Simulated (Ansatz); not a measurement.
**HF/STO-3G run of SiCNClF2 (SMILES N#C[Si](F)(F)Cl)**

Aim: the energy change on altering one bond length of SiCNClF2 at HF/STO-3G, from 2 runs. 

The calculation is run with Ansatz 0.2.0.

134 further runs of the same task are left out: 4 that didn't finish, 130 set aside as unsound or not needed. Runs told in other sessions of the task aren't counted.

## 1. The structure to begin with

SiCNClF2: 6 atoms, total charge 0, spin state singlet. SMILES: `N#C[Si](F)(F)Cl`. The shape is that of a PBE0-D4/def2-TZVP optimisation.

Bond lengths: N1–C2 1.150 Å, C2–Si3 1.827 Å, Si3–F4 1.567 Å, Si3–F5 1.567 Å, Si3–Cl6 1.998 Å. Angles: N1–C2–Si3 179.1°, C2–Si3–F4 108.2°, C2–Si3–F5 108.2°, C2–Si3–Cl6 110.3°, F4–Si3–F5 108.8°, F4–Si3–Cl6 110.6°, F5–Si3–Cl6 110.6°.

## 2. The energy at HF/STO-3G

File job.yaml:

```yaml
crystal:
  periodic: [false, false, false]
  atoms:
    - {symbol: N, position_ang: [1.925400, -1.092200, 1.077400]}
    - {symbol: C, position_ang: [1.030100, -0.609300, 0.540000]}
    - {symbol: Si, position_ang: [-0.394400, 0.176700, -0.290300]}
    - {symbol: F, position_ang: [-1.487900, -0.920300, -0.527700]}
    - {symbol: F, position_ang: [0.087600, 0.719200, -1.679000]}
    - {symbol: Cl, position_ang: [-1.118900, 1.661900, 0.833400]}
basis:
  gaussian:
    orbitals: STO-3G
accuracy: high
output:
  orbitals: {seedname: orbitals}
hamiltonian:
  xc: hf
```

The run is started by

```
$ ansatz run job.yaml --threads 1 --pin off --max-ram 3480MiB --events-out events.jsonl --progress --plain --runs-dir runs
```

Log:

```text
Warning: RAYON_NUM_THREADS=1 ignored (pool sized by the plan → 1); use --threads N
Functional definition: HF
  name "HF"
  exchange = exact_x
  correlation = 0
781 factors; integrals over basis functions are off by at most 2.3e-8 eV
mean field evaluation 1: about -27953.4250 eV, gradient 4.4e1 eV
mean field evaluation 2: about -27953.4834 eV, gradient 4.4e1 eV
mean field evaluation 4: about -27959.6561 eV, gradient 3.8e0 eV
mean field evaluation 8: about -27959.7174 eV, gradient 4.8e-2 eV
mean field -27959.71737499 eV, -1027.5006617537 hartree, gradient 8.6e-8 eV, S^2 0.000000; 0 other end points of the search recorded, 0 dependent functions left out
reference -27959.71737499 eV, -1027.5006617537 hartree; 31, 31 occupied and 7, 7 virtual orbitals, 781 factors
Total energy: -27959.71737499 eV, -1027.5006617537 hartree
```

Wall time 0.48 s (1 thread of Arm Neoverse V1, shared host); peak memory 0.09 GiB.

## 3. The distorted shape at the same level

File molecule.yaml:

```yaml
basis:
  gaussian:
    orbitals: STO-3G
crystal:
  periodic: [false, false, false]
  atoms:
    - symbol: N
      position_ang: [1.539796, -1.526205, 2.188372]
    - symbol: C
      position_ang: [0.644496, -1.043305, 1.650972]
    - symbol: Si
      position_ang: [-0.780004, -0.257305, 0.820672]
    - symbol: F
      position_ang: [-1.873504, -1.354305, 0.583272]
    - symbol: F
      position_ang: [0.087600, 0.719200, -1.679000]
    - symbol: Cl
      position_ang: [-1.504504, 1.227895, 1.944372]
hamiltonian:
  xc: hf
accuracy: high
output:
  orbitals: {seedname: orbitals}
```

The run is started by

```
$ ansatz run molecule.yaml --threads 1 --pin off --max-ram 3480MiB --events-out events.jsonl --progress --plain --runs-dir runs
```

Log:

```text
Warning: RAYON_NUM_THREADS=1 ignored (pool sized by the plan → 1); use --threads N
Functional definition: HF
  name "HF"
  exchange = exact_x
  correlation = 0
732 factors; integrals over basis functions are off by at most 2.7e-8 eV
mean field evaluation 1: about -27938.9620 eV, gradient 4.6e1 eV
mean field evaluation 2: about -27938.9982 eV, gradient 4.6e1 eV
mean field evaluation 4: about -27951.5568 eV, gradient 8.1e0 eV
mean field evaluation 8: about -27951.8102 eV, gradient 2.9e-1 eV
mean field evaluation 16: about -27951.8052 eV, gradient 1.5e-7 eV
mean field -27951.80522082 eV, -1027.2098954511 hartree, gradient 2.5e-8 eV, S^2 0.000000; 0 other end points of the search recorded, 0 dependent functions left out
reference -27951.80522082 eV, -1027.2098954511 hartree; 31, 31 occupied and 7, 7 virtual orbitals, 732 factors
Total energy: -27951.80522082 eV, -1027.2098954511 hartree
```

Wall time 0.52 s (1 thread of Arm Neoverse V1, shared host); peak memory 0.088 GiB.

## 4. Outcome

At HF/STO-3G:

| quantity | value |
| --- | --- |
| first shape: total energy | -1027.50066 Eh |
| first shape: HOMO energy | -11.72 eV |
| first shape: LUMO energy | 7.44 eV |
| first shape: HOMO–LUMO gap | 19.16 eV |
| distorted shape: total energy | -1027.20990 Eh |
| distorted shape: HOMO energy | -7.01 eV |
| distorted shape: LUMO energy | 1.12 eV |
| distorted shape: HOMO–LUMO gap | 8.12 eV |
| energy change with the Si3–F5 bond stretched from 1.567 to 2.820 Å | 7.912 eV |

**Reading.** One bond (distorted shape) is far stretched, which a spin-restricted single reference describes badly; a broken-symmetry solution may lie lower. With the Si3–F5 bond stretched from 1.567 to 2.820 Å the energy rises by 7.91 eV (763 kJ/mol). The first shape isn't relaxed at this level, so the change isn't measured from a minimum. A restricted reference can't describe the breaking bond well at this length. The minimal basis adds a large error of its own.
